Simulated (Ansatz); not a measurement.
Relaxation of a periodic cell of 17 atoms, NaY$_{16}$ (host Y, host structure hcp, interstitial Na), to a largest force component of 0.08 eV/Å in at most 25 steps.

These are results of Ansatz, DFT PBE, scalar-relativistic, plane waves, PAW, not measurements. Settings: accuracy low, cutoff 420 eV, k mesh 2x2x1, fermi-dirac smearing 0.1 eV, no spin polarisation.

```xyz
17
Lattice="-3.6500 -6.3220 0.0000 5.4750 -3.1610 0.0000 0.0000 0.0000 11.4683" Properties=species:S:1:pos:R:3:forces:R:3
Y 0.000 -6.322 0.000 0.01 0.00 0.13
Y 0.000 -4.215 2.867 -0.03 0.01 -0.02
Y 0.000 -6.322 5.734 0.07 0.04 -4.47
Y 0.000 -4.215 8.601 -0.03 4.48 1.32
Y -1.825 -3.161 0.000 0.08 -0.01 -0.07
Y 3.650 -4.215 2.867 -0.03 0.01 0.01
Y -1.825 -3.161 5.734 -0.02 -0.12 0.21
Y 3.650 -4.215 8.601 -0.18 0.11 -0.05
Y 1.825 -3.161 0.000 -0.03 0.02 -0.04
Y 1.825 -1.054 2.867 -0.03 0.02 -0.02
Y 1.825 -3.161 5.734 0.00 0.01 0.22
Y 1.825 -1.054 8.601 -4.64 -2.55 1.56
Y 0.000 0.000 0.000 0.05 -0.07 -0.07
Y 1.825 -7.376 2.867 -0.03 0.02 0.01
Y 0.000 0.000 5.734 0.09 0.07 0.22
Y 1.825 -7.376 8.601 4.56 -2.54 1.43
Na -0.014 -6.366 8.016 0.14 0.48 -0.36
```

Problem. Where does it end, and by what steps?

Solution. It converged. The force dipped under the threshold on the way, but the program's further checks kept it going. Limits of this set-up: coarse k mesh, low accuracy level. After 14 steps the energy has fallen by 5.414 eV; Na17 moved furthest, 1.28 Å. Parted: Y3–Y12 (3.56 → 5.07 Å). Joined: Y5–Y12 (5.10 → 3.86 Å).

```tsv
step	energy less start (eV)	largest force component (eV/Å)	accepted
0	0.0000	4.639	yes
1	-2.8640	2.597	yes
2	-4.2619	1.251	yes
3	-4.7655	0.383	yes
4	-4.9516	0.296	yes
5	-5.0402	0.180	yes
6	-5.1146	0.197	yes
7	-5.1923	0.202	yes
8	-5.2663	0.144	yes
9	-5.3330	0.146	yes
10	-5.3883	0.066	yes
11	-5.3883	0.066	yes
12	-5.4059	0.099	yes
13	-5.4142	0.056	yes
14	-5.4142	0.056	yes
```

```xyz
17
Lattice="-3.6500 -6.3220 0.0000 5.4750 -3.1610 0.0000 0.0000 0.0000 11.4683" Properties=species:S:1:pos:R:3
Y -0.079 -6.231 -0.175
Y -0.028 -3.987 2.749
Y 0.140 -5.995 5.204
Y 0.070 -4.426 8.345
Y -1.541 -3.013 -0.025
Y 3.710 -4.042 3.144
Y -1.882 -3.031 5.842
Y 3.450 -4.147 8.636
Y 1.953 -3.327 0.173
Y 1.890 -0.912 2.746
Y 1.659 -2.977 5.625
Y 1.080 -1.384 9.131
Y -0.138 0.169 0.257
Y 1.911 -7.158 2.754
Y 0.253 0.135 5.892
Y 2.331 -7.495 8.959
Na -0.194 -7.550 7.569
```

Whether the end is a true minimum wasn't checked by a vibrational analysis.

Time of the run: 63 s on 2 threads of Intel(R) Xeon(R) Platinum 8488C (Sapphire Rapids) (shared host), peak memory 1.1 GiB.
